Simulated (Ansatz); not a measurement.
Born–Oppenheimer molecular dynamics of a periodic cell of 23 atoms, Li₅Mn₄Co₂O₁₂ (host Li3Mn2CoO6, host structure P-1, one Li atom removed), cell charge -1. It starts from an unrelaxed structure (largest force component 1.64 eV/Å).

Theory: Ansatz 0.2.0, DFT PBEsol, scalar-relativistic, plane waves, PAW. Settings: accuracy low, cutoff 420 eV, k mesh 1x2x2, fermi-dirac smearing 0.05 eV, spin collinear.

```json
{
 "ensemble": "NVT, Nosé–Hoover chain",
 "time step": "1 fs",
 "steps asked": "130",
 "set temperature": "1500 K",
 "thermostat": "time constant 200 fs, chain length 3",
 "seed": "792874"
}
```

Frames 5 fs apart, positions in Å, forces in eV/Å.

Velocities at 30.0 fs (Å/ps):

```
Li -14.49 3.39 9.14
Li -0.96 7.26 6.78
Mn -0.58 1.64 -6.97
Mn 0.05 -4.24 -0.04
Co -1.69 2.04 1.01
O -8.65 -4.23 11.20
O 4.31 -5.73 -0.95
O 11.47 -4.32 4.16
O -2.49 3.85 -1.93
O -0.69 11.44 -2.67
O 1.43 4.02 4.61
Li 6.55 3.43 15.87
Li -7.45 -13.00 -7.73
Li -1.23 -9.45 3.35
Mn 0.92 -1.05 -2.15
Mn -0.01 -0.06 -4.14
Co -1.54 -2.39 3.81
O 1.64 -2.22 -1.47
O 7.87 -0.47 12.02
O 8.66 -2.46 -6.35
O -5.14 -1.08 4.62
O 5.42 12.52 5.86
O -5.62 6.29 -13.04
```

```xyz
23
Lattice="-7.4033 -4.6315 0.0000 2.8805 -4.6315 0.0000 1.4719 0.3758 4.9290" Properties=species:S:1:pos:R:3:forces:R:3 time_fs=30.0 energy_less_start_eV=2.287 T=699
Li 0.634 -0.885 2.297 -0.38 -0.37 0.71
Li 0.565 -4.522 2.620 0.50 0.37 -0.11
Mn 1.665 -2.787 4.956 -0.77 1.05 -2.04
Mn -4.754 -6.306 -0.028 1.10 0.89 0.10
Co -2.281 -4.521 0.121 -0.32 -0.75 -1.00
O -0.644 -4.553 1.084 -0.38 0.71 1.09
O 1.729 -3.026 0.917 1.57 -0.42 1.10
O -3.080 -6.090 0.939 -0.17 -0.72 0.93
O -4.936 -5.556 4.107 0.77 -1.78 -2.08
O -2.398 -4.410 4.113 -0.70 0.75 -1.23
O 0.247 -2.444 3.685 -0.65 -1.24 -0.02
Li -1.058 -2.873 2.077 -0.71 -0.10 1.27
Li -1.707 -6.206 2.120 0.51 -0.07 0.47
Li -4.480 -4.798 2.341 0.84 0.26 0.38
Mn -0.642 -7.459 4.854 2.00 1.42 0.38
Mn -2.409 -1.506 -0.006 -1.27 -0.86 -0.56
Co 0.130 -0.032 0.007 -2.88 0.94 1.45
O -5.771 -4.453 1.118 0.06 -0.25 0.53
O -3.355 -2.874 0.861 0.63 -0.72 1.42
O -0.690 -1.509 0.960 0.00 0.04 0.78
O 0.207 -5.720 3.897 -0.24 -0.70 0.33
O 2.567 -4.272 4.147 1.23 0.49 -1.97
O -2.148 -7.625 3.950 -0.75 1.07 -1.93
23
Lattice="-7.4033 -4.6315 0.0000 2.8805 -4.6315 0.0000 1.4719 0.3758 4.9290" Properties=species:S:1:pos:R:3:forces:R:3 time_fs=35.0 energy_less_start_eV=1.735 T=895
Li 0.557 -0.874 2.354 -0.02 -0.11 0.50
Li 0.568 -4.480 2.652 0.31 0.17 -0.16
Mn 1.661 -2.776 4.918 -0.27 0.87 -0.58
Mn -4.751 -6.325 -0.028 1.21 1.04 0.07
Co -2.290 -4.512 0.124 -0.24 -0.74 -0.61
O -0.689 -4.568 1.147 0.01 1.02 0.50
O 1.762 -3.057 0.920 1.10 -0.16 0.79
O -3.027 -6.117 0.964 -1.19 -0.61 -0.15
O -4.941 -5.550 4.082 0.87 -1.61 -1.59
O -2.407 -4.348 4.091 -0.71 0.37 -0.65
O 0.249 -2.433 3.707 -0.86 -1.28 -0.55
Li -1.037 -2.857 2.176 -0.72 -0.09 0.72
Li -1.733 -6.272 2.092 1.00 -0.08 0.90
Li -4.472 -4.840 2.364 0.73 0.35 0.20
Mn -0.634 -7.461 4.844 1.24 1.23 0.32
Mn -2.412 -1.508 -0.028 -1.24 -0.45 0.11
Co 0.117 -0.041 0.029 -2.00 1.90 0.45
O -5.763 -4.466 1.115 0.07 -0.16 0.27
O -3.312 -2.881 0.929 0.28 -0.57 0.47
O -0.647 -1.521 0.935 -0.41 -0.16 1.17
O 0.180 -5.731 3.922 0.13 -0.60 0.26
O 2.602 -4.208 4.161 0.69 -0.82 -2.05
O -2.180 -7.586 3.874 0.04 0.49 -0.38
23
Lattice="-7.4033 -4.6315 0.0000 2.8805 -4.6315 0.0000 1.4719 0.3758 4.9290" Properties=species:S:1:pos:R:3:forces:R:3 time_fs=40.0 energy_less_start_eV=1.504 T=980
Li 0.479 -0.865 2.429 0.34 0.14 0.26
Li 0.582 -4.433 2.678 0.14 0.01 -0.21
Mn 1.656 -2.762 4.877 0.45 0.74 0.69
Mn -4.743 -6.340 -0.028 1.17 1.02 0.12
Co -2.300 -4.507 0.125 -0.13 -0.66 -0.11
O -0.734 -4.568 1.217 0.28 1.08 -0.10
O 1.811 -3.091 0.934 0.53 -0.01 0.36
O -2.990 -6.153 0.988 -1.78 -0.49 -0.97
O -4.935 -5.568 4.034 0.48 -1.03 -0.55
O -2.426 -4.280 4.060 -0.53 0.13 -0.17
O 0.238 -2.442 3.720 -0.98 -1.21 -0.85
Li -1.042 -2.845 2.299 -0.83 -0.18 0.13
Li -1.725 -6.341 2.095 1.20 -0.08 1.11
Li -4.439 -4.870 2.393 0.57 0.46 -0.10
Mn -0.620 -7.458 4.835 0.41 0.99 0.44
Mn -2.420 -1.512 -0.049 -1.03 -0.17 0.83
Co 0.095 -0.043 0.052 -0.82 2.12 -0.64
O -5.753 -4.481 1.115 0.07 -0.05 -0.17
O -3.264 -2.897 1.005 0.07 -0.31 -0.41
O -0.611 -1.536 0.927 -0.77 -0.27 1.27
O 0.155 -5.750 3.951 0.51 -0.45 0.09
O 2.647 -4.157 4.145 0.02 -1.80 -1.90
O -2.211 -7.541 3.791 0.64 0.04 0.88
23
Lattice="-7.4033 -4.6315 0.0000 2.8805 -4.6315 0.0000 1.4719 0.3758 4.9290" Properties=species:S:1:pos:R:3:forces:R:3 time_fs=45.0 energy_less_start_eV=1.534 T=974
Li 0.412 -0.853 2.512 0.64 0.29 -0.03
Li 0.600 -4.384 2.697 0.01 -0.07 -0.28
Mn 1.652 -2.744 4.838 1.01 0.50 1.44
Mn -4.730 -6.350 -0.027 1.03 0.97 0.19
Co -2.310 -4.504 0.125 0.01 -0.55 0.37
O -0.775 -4.552 1.286 0.43 0.93 -0.66
O 1.868 -3.125 0.955 0.02 -0.02 -0.10
O -2.980 -6.197 0.997 -1.64 -0.41 -1.14
O -4.921 -5.602 3.978 0.04 -0.60 0.53
O -2.454 -4.210 4.026 -0.20 -0.11 0.12
O 0.213 -2.469 3.722 -0.78 -1.03 -0.71
Li -1.076 -2.840 2.428 -1.03 -0.34 -0.41
Li -1.677 -6.413 2.134 0.83 0.06 0.75
Li -4.385 -4.885 2.419 0.44 0.57 -0.43
Mn -0.604 -7.450 4.829 -0.30 0.80 0.73
Mn -2.433 -1.517 -0.066 -0.71 -0.09 1.48
Co 0.071 -0.036 0.073 0.15 1.85 -1.33
O -5.743 -4.497 1.112 0.03 0.00 -0.53
O -3.216 -2.918 1.075 -0.10 -0.05 -1.05
O -0.586 -1.555 0.939 -0.96 -0.16 1.00
O 0.138 -5.776 3.982 0.82 -0.20 -0.17
O 2.693 -4.132 4.100 -0.66 -2.08 -1.45
O -2.234 -7.494 3.721 0.91 -0.28 1.67
23
Lattice="-7.4033 -4.6315 0.0000 2.8805 -4.6315 0.0000 1.4719 0.3758 4.9290" Properties=species:S:1:pos:R:3:forces:R:3 time_fs=50.0 energy_less_start_eV=1.694 T=921
Li 0.367 -0.830 2.594 0.83 0.26 -0.36
Li 0.619 -4.338 2.706 -0.08 -0.06 -0.36
Mn 1.653 -2.725 4.806 1.18 0.24 1.66
Mn -4.713 -6.356 -0.025 0.77 0.89 0.23
Co -2.321 -4.503 0.127 0.13 -0.43 0.74
O -0.810 -4.522 1.346 0.50 0.63 -1.11
O 1.926 -3.160 0.973 -0.42 -0.04 -0.48
O -2.994 -6.246 0.990 -1.15 -0.22 -0.94
O -4.907 -5.645 3.929 -0.15 -0.41 1.17
O -2.484 -4.142 3.994 0.23 -0.42 0.18
O 0.175 -2.511 3.713 -0.26 -0.77 -0.20
Li -1.146 -2.845 2.543 -1.21 -0.49 -0.86
Li -1.600 -6.483 2.199 0.35 0.32 0.09
Li -4.316 -4.879 2.431 0.32 0.58 -0.56
Mn -0.589 -7.439 4.825 -0.95 0.66 1.11
Mn -2.448 -1.522 -0.077 -0.26 -0.11 1.94
Co 0.046 -0.021 0.088 0.74 1.27 -1.59
O -5.731 -4.514 1.102 0.05 0.01 -0.73
O -3.168 -2.939 1.130 -0.31 0.14 -1.40
O -0.575 -1.575 0.964 -0.98 0.16 0.44
O 0.133 -5.806 4.010 0.97 0.10 -0.45
O 2.729 -4.138 4.034 -1.19 -1.80 -0.69
O -2.243 -7.452 3.676 0.90 -0.51 2.16
23
Lattice="-7.4033 -4.6315 0.0000 2.8805 -4.6315 0.0000 1.4719 0.3758 4.9290" Properties=species:S:1:pos:R:3:forces:R:3 time_fs=55.0 energy_less_start_eV=1.875 T=862
Li 0.351 -0.800 2.664 0.94 -0.05 -0.79
Li 0.635 -4.294 2.703 -0.12 -0.01 -0.43
Mn 1.659 -2.704 4.781 0.94 0.03 1.58
Mn -4.691 -6.358 -0.023 0.37 0.75 0.18
Co -2.331 -4.504 0.132 0.22 -0.32 0.90
O -0.838 -4.483 1.389 0.54 0.26 -1.44
O 1.977 -3.195 0.985 -0.82 0.04 -0.68
O -3.026 -6.299 0.969 -0.60 0.10 -0.63
O -4.894 -5.694 3.897 -0.13 -0.25 1.27
O -2.510 -4.080 3.964 0.64 -0.75 0.10
O 0.135 -2.565 3.701 0.27 -0.47 0.32
Li -1.258 -2.868 2.628 -1.14 -0.54 -1.05
Li -1.510 -6.541 2.268 0.13 0.59 -0.44
Li -4.237 -4.854 2.424 0.14 0.44 -0.40
Mn -0.579 -7.426 4.827 -1.48 0.49 1.44
Mn -2.465 -1.528 -0.080 0.32 -0.16 2.13
Co 0.025 -0.002 0.098 1.08 0.49 -1.64
O -5.719 -4.530 1.081 0.10 0.02 -0.76
O -3.126 -2.959 1.164 -0.61 0.28 -1.45
O -0.579 -1.594 0.997 -0.91 0.57 -0.18
O 0.143 -5.834 4.032 0.89 0.37 -0.71
O 2.748 -4.170 3.957 -1.47 -1.19 0.33
O -2.239 -7.417 3.663 0.72 -0.69 2.37
23
Lattice="-7.4033 -4.6315 0.0000 2.8805 -4.6315 0.0000 1.4719 0.3758 4.9290" Properties=species:S:1:pos:R:3:forces:R:3 time_fs=60.0 energy_less_start_eV=2.000 T=823
Li 0.367 -0.771 2.706 1.01 -0.62 -1.28
Li 0.648 -4.250 2.685 -0.10 0.03 -0.45
Mn 1.669 -2.683 4.763 0.48 -0.14 1.45
Mn -4.669 -6.356 -0.019 -0.27 0.60 -0.04
Co -2.340 -4.506 0.140 0.28 -0.23 0.77
O -0.857 -4.439 1.410 0.58 -0.10 -1.66
O 2.017 -3.230 0.987 -1.17 0.27 -0.64
O -3.066 -6.351 0.939 0.10 0.50 -0.12
O -4.883 -5.748 3.884 -0.05 -0.08 1.03
O -2.528 -4.029 3.935 0.80 -1.02 0.05
O 0.097 -2.626 3.693 0.48 -0.16 0.60
Li -1.408 -2.909 2.679 -0.62 -0.40 -1.00
Li -1.415 -6.580 2.322 0.04 0.73 -0.62
Li -4.152 -4.814 2.404 -0.05 0.23 -0.13
Mn -0.575 -7.410 4.835 -1.71 0.22 1.58
Mn -2.481 -1.534 -0.073 0.99 -0.18 2.02
Co 0.008 0.019 0.100 1.26 -0.37 -1.67
O -5.706 -4.546 1.048 0.16 0.03 -0.61
O -3.092 -2.974 1.177 -0.96 0.41 -1.24
O -0.597 -1.603 1.027 -0.82 0.94 -0.69
O 0.165 -5.856 4.042 0.59 0.52 -0.89
O 2.745 -4.220 3.885 -1.53 -0.42 1.43
O -2.224 -7.392 3.685 0.52 -0.77 2.11
23
Lattice="-7.4033 -4.6315 0.0000 2.8805 -4.6315 0.0000 1.4719 0.3758 4.9290" Properties=species:S:1:pos:R:3:forces:R:3 time_fs=65.0 energy_less_start_eV=2.053 T=809
Li 0.419 -0.764 2.704 0.93 -0.98 -1.49
Li 0.657 -4.205 2.651 -0.02 0.01 -0.42
Mn 1.681 -2.663 4.751 -0.03 -0.36 1.42
Mn -4.647 -6.353 -0.016 -1.14 0.55 -0.40
Co -2.348 -4.509 0.152 0.32 -0.20 0.37
O -0.868 -4.397 1.407 0.64 -0.40 -1.73
O 2.039 -3.260 0.979 -1.46 0.61 -0.39
O -3.105 -6.395 0.907 1.02 0.90 0.68
O -4.873 -5.802 3.886 -0.01 0.13 0.65
O -2.534 -3.993 3.907 0.55 -1.24 0.27
O 0.066 -2.690 3.695 0.50 0.15 0.72
Li -1.579 -2.963 2.695 0.22 -0.07 -0.99
Li -1.318 -6.594 2.356 -0.10 0.74 -0.44
Li -4.068 -4.765 2.379 -0.17 0.05 0.08
Mn -0.578 -7.393 4.849 -1.44 -0.12 1.41
Mn -2.492 -1.541 -0.058 1.63 -0.11 1.63
Co -0.004 0.040 0.096 1.31 -1.19 -1.75
O -5.690 -4.561 1.007 0.18 0.03 -0.29
O -3.073 -2.983 1.171 -1.35 0.49 -0.84
O -0.627 -1.599 1.046 -0.69 1.20 -1.03
O 0.197 -5.871 4.040 0.09 0.46 -0.94
O 2.718 -4.277 3.834 -1.36 0.12 2.15
O -2.200 -7.379 3.739 0.40 -0.78 1.33
23
Lattice="-7.4033 -4.6315 0.0000 2.8805 -4.6315 0.0000 1.4719 0.3758 4.9290" Properties=species:S:1:pos:R:3:forces:R:3 time_fs=70.0 energy_less_start_eV=2.023 T=825
Li 0.501 -0.789 2.653 0.52 -0.70 -1.04
Li 0.665 -4.160 2.603 0.08 -0.06 -0.34
Mn 1.693 -2.644 4.745 -0.55 -0.81 1.52
Mn -4.631 -6.346 -0.015 -1.95 0.58 -0.74
Co -2.355 -4.513 0.165 0.33 -0.21 -0.18
O -0.869 -4.360 1.378 0.66 -0.58 -1.58
O 2.039 -3.281 0.965 -1.64 0.99 -0.09
O -3.128 -6.426 0.885 1.83 1.24 1.52
O -4.863 -5.855 3.897 0.09 0.51 0.14
O -2.532 -3.976 3.884 -0.02 -1.50 0.82
O 0.043 -2.751 3.707 0.58 0.43 0.78
Li -1.744 -3.020 2.675 1.13 0.41 -1.18
Li -1.225 -6.582 2.375 -0.28 0.74 -0.14
Li -3.990 -4.715 2.356 -0.24 -0.07 0.20
Mn -0.587 -7.376 4.870 -0.59 -0.41 1.00
Mn -2.496 -1.549 -0.035 1.95 0.06 1.00
Co -0.011 0.055 0.084 1.22 -1.80 -1.79
O -5.671 -4.577 0.961 0.12 -0.02 0.14
O -3.075 -2.985 1.153 -1.72 0.45 -0.35
O -0.667 -1.577 1.051 -0.49 1.26 -1.18
O 0.229 -5.880 4.023 -0.47 0.23 -0.87
O 2.672 -4.332 3.815 -0.81 0.10 2.04
O -2.171 -7.377 3.812 0.25 -0.85 0.34
```

Of the whole run (130 fs, mean temperature of the second half 1085 K): The conserved energy stayed within 0.14 meV per atom of its start (net change 0.067 meV per atom), so the integration is sound. The mean temperature of the second half is 28 % below the set value. A run of 0.13 ps of so small a system gives no equilibrium averages. No Hubbard correction was used and the magnetic state wasn't searched. Limits of this set-up: coarse k mesh, low accuracy level, charged cell in a uniform background, uncorrected.

The run took 32 min on 2 threads of Arm Neoverse V1, on a shared host, peak memory 1.2 GiB.
